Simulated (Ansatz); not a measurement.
Predict the output of the script below (Ansatz 0.2.0, Python API).

The script, `yzn.py`:
```python
"""Slab calculation for YZn."""

from dataclasses import dataclass
import logging
import sys
import warnings

import ansatz as az
from ase import Atoms
from ase.build import surface
import numpy as np

logging.basicConfig(stream=sys.stdout, format="[%(levelname)s] %(message)s")
log = logging.getLogger("run")
log.setLevel(logging.INFO)


@dataclass(frozen=True)
class RunConfig:
    functional: str = "lda"
    occupations: str = "fermi_dirac"
    width_ev: float = 0.02
    max_iterations: int = 80


opts = RunConfig()


def main() -> None:
    warnings.simplefilter("ignore", az.DeckWarning)

    atoms = Atoms(
        ["Y", "Zn"],
        scaled_positions=[
            (0.0, 0.0, 0.0),
            (0.5, 0.5, 0.5),
        ],
        cell=[
            (0.0, 2.962987, 2.962987),
            (2.962987, 0.0, 2.962987),
            (2.962987, 2.962987, 0.0),
        ],
        pbc=True,
    )
    # the plane is named in the basis of this cell
    slab = surface(atoms, (0, 1, 0), 3, vacuum=6.0)
    slab.pbc = (True, True, False)

    print(slab.get_chemical_formula(), "area {:.3f} A^2, cell height {:.2f} A".format(np.linalg.norm(np.cross(slab.cell[0], slab.cell[1])), slab.cell[2, 2]))


    def common(structure):
        return (
            az.Crystal.from_ase(structure).calculation()
            .functional(opts.functional)
            .basis(10 * az.Ha)
            .occupations(opts.occupations, width=opts.width_ev)
            .mixing("msr1")
            .scf(max_iterations=opts.max_iterations)
        )


    setup = common(slab).kpoints(5, 5, 1).potential().forces()
    res = setup.run(threads=1, backend="cpu")
    r = res.report

    log.info(f"slab free energy {r['free_energy_ev']:.4f} eV, Fermi level {r['fermi_energy_ev']:.3f} eV")
    print("vacuum reading:", {k: round(v, 3) for k, v in r.get("vacuum", {}).items() if isinstance(v, float)})

    log.info("z (A) and force along z (eV/A)")
    for site, force in sorted(zip(res.lattice.sites, r["forces_ev_ang"]), key=lambda pair: pair[0].position_ang[2]):
        log.info(f"{site.symbol:3s} {site.position_ang[2]:8.3f} {force[2]:9.4f}")


if __name__ == "__main__":
    main()
```

Running `python yzn.py` prints:
```text
Y3Zn3 area 15.206 A^2, cell height 20.55 A
RunWarning: The output density's exchange-correlation potential varies sharply where the density is thin. Do not read a vacuum level from v_tot or v_xc, or from such a field of the output density. On a cell that repeats whose density bears no net charge and no dipole along the vacuum's axis use v_es (v_loc + v_h of the components); under efield.dipole_correction with no amplitude use v_es + v_field, which holds any external_charges[].barrier, or the levels of the report's work_function block, [...]
[INFO] slab free energy -20971.7434 eV, Fermi level -3.756 eV
vacuum reading: {'free_states_from_ev': -0.426, 'bound_up_to_ev': -0.773}
[INFO] z (A) and force along z (eV/A)
[INFO] Y      6.000    0.7564
[INFO] Zn     7.711   -0.5054
[INFO] Y      9.421    0.2043
[INFO] Zn    11.132    0.1283
[INFO] Y     12.843   -0.3273
[INFO] Zn    14.553   -0.2507
```
(Warnings from the package without file and line, shortened.)

The settings weren't tested for convergence. The cutoff lies under the one recommended for these potentials. An absolute Fermi energy rests on an arbitrary zero of the periodic potential and has no direct meaning. This cell is a computed structure, which may not be the phase found in nature. The slab is thin and cut from the structure as given; a cut can leave two unlike or polar faces, and the surface energy is then their mean. Miller indices refer to the vectors of the cell as typed, and the lattice isn't relaxed for this functional, so relaxation and surface energy can hold strain. The script silences the warnings on its input, which a real study should read. Finished in 12 s on 1 thread of Arm Neoverse V2, with other jobs on the host, peak memory 0.55 GiB.
